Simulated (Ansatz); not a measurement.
The system is WS.

```
W S
1.0
     3.00789    0.00000    0.00000
     0.00000    3.00789    0.00000
     0.00000    0.00000    3.00789
W S
1 1
Direct
  0.50000 0.50000 0.50000
  0.00000 0.00000 0.00000
```

The cell was built by a generator and needn't be a form met in nature.

```yaml
Program: Ansatz 0.2.0
Task: relaxation of cell and atoms
Functional: PBE0
Potentials_or_basis: Ansatz PAW
Cutoff: "420 eV (not typed: the program's choice for these potentials)"
k_mesh: 5 × 5 × 5
Occupations: fermi-dirac, width 0.05 eV
Spin: no spin polarisation
```

At the start: volume 13.61 Å³/atom.

Q: How do energy, volume and symmetry change on relaxing?

A: It ends after 5 steps and the volume is 13.18 Å³/atom (-3.1 %); space group Pm-3m (No. 221, to 0.05 Å).

Step by step:
```csv
step,energy change (eV),largest force (eV/Å),volume (Å³)
1,0.0000,0.0000,27.21
2,-0.0125,0.0000,25.79
3,-0.0234,0.0000,26.39
4,-0.0234,0.0000,26.36
5,-0.0231,0.0000,26.36
```

Final structure:
```
W S
1.0
     2.97599    0.00000    0.00000
     0.00000    2.97599    0.00000
     0.00000    0.00000    2.97599
W S
1 1
Direct
  0.50000 0.50000 0.50000
  0.00000 0.00000 0.00000
```

Caveat: the k mesh is coarse (spacing up to 0.42 Å⁻¹), so the values aren't converged, least of all with exact exchange; the plane-wave basis is chosen anew once the cell has moved, so the energies of steps on either side of that aren't comparable; the PAW data sets come from PBE, with cores solved anew for the run's functional, which leaves a small shift of forces and pressure.
